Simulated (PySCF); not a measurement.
# A gas-phase reaction: F3HSi + F2 → F4Si + FH

Wanted: the reaction energy for `F[SiH](F)F` + `FF` → `F[Si](F)(F)F` + `F`.

Programs: PySCF 2.14.0. All values are calculated, for the isolated system unless a continuum is named. Atoms count from 0, parts from 1.

### 1 The system as given

Each species was relaxed by itself at PBE0-D3(BJ)/def2-SVPD.

### 2 Reaction energy: wB97M-D3(BJ)/def2-TZVPD

The job: settings as JSON, then the geometry in Å.

```
{"job": {"kind": "react", "xc": "wB97M-D3(BJ)", "basis": "def2-TZVPD"}, "charge": 0, "multiplicity": 1}
-1 F3HSi charge 0 multiplicity 1
F      1.019150    -1.143300    -0.395300
Si    -0.030340     0.025270    -0.053890
F     -1.235580    -0.625150     0.787410
F      0.711630     1.094630     0.889430
H     -0.527960     0.660230    -1.277700

-1 F2 charge 0 multiplicity 1
F      0.688840    -0.012110     0.008590
F     -0.688840     0.012110    -0.008590

+1 F4Si charge 0 multiplicity 1
F      1.024030    -1.109970    -0.470120
Si    -0.005920     0.002240     0.015990
F     -1.190160    -0.690280     0.823190
F      0.742970     1.043560     0.959090
F     -0.601470     0.763690    -1.248910

+1 FH charge 0 multiplicity 1
F      0.459730    -0.009490     0.015620
H     -0.459730     0.009490    -0.015620
```

With the program's defaults for keys left out, this is: wB97M-D3(BJ)/def2-TZVPD reaction energy of separated species, gas phase.

Launch:

```bash
$ OMP_NUM_THREADS=1 python cluster_run.py task.json out
```

The driver reads the jobs from task.json and runs them one after another.

**Question.** The jobs that follow are: PBE0-D3(BJ)/def2-TZVPD reaction energy of separated species, gas phase. Predict: reaction energy (wB97M-D3(BJ)/def2-TZVPD); ΔH, ΔG at 298 K (xTB thermal terms). Thermal terms come from harmonic xTB runs on each species.

As calculated:

| quantity | value |
| --- | --- |
| reaction energy (wB97M-D3(BJ)/def2-TZVPD) | -161.2 kcal/mol |
| ΔH, ΔG at 298 K (xTB thermal terms) | -159.6, -158.2 kcal/mol |
| range of the reaction energy over the runs of this table | -161.2 to -160.0 kcal/mol |

The reaction is exothermic by 159.6 kcal/mol in the gas phase; dispersion gives -0.07, and xTB itself gave -108.0 for the electronic energy (xTB energies and thermal terms come from the earlier relaxation of each species, not shown). No barrier was sought. xTB and this level differ widely in the electronic energy, so what comes from xTB (the thermal terms above all) is less safe here. The reaction energy runs from -161.2 (wB97M-D3(BJ)/def2-TZVPD) to -160.0 kcal/mol (PBE0-D3(BJ)/def2-TZVPD).
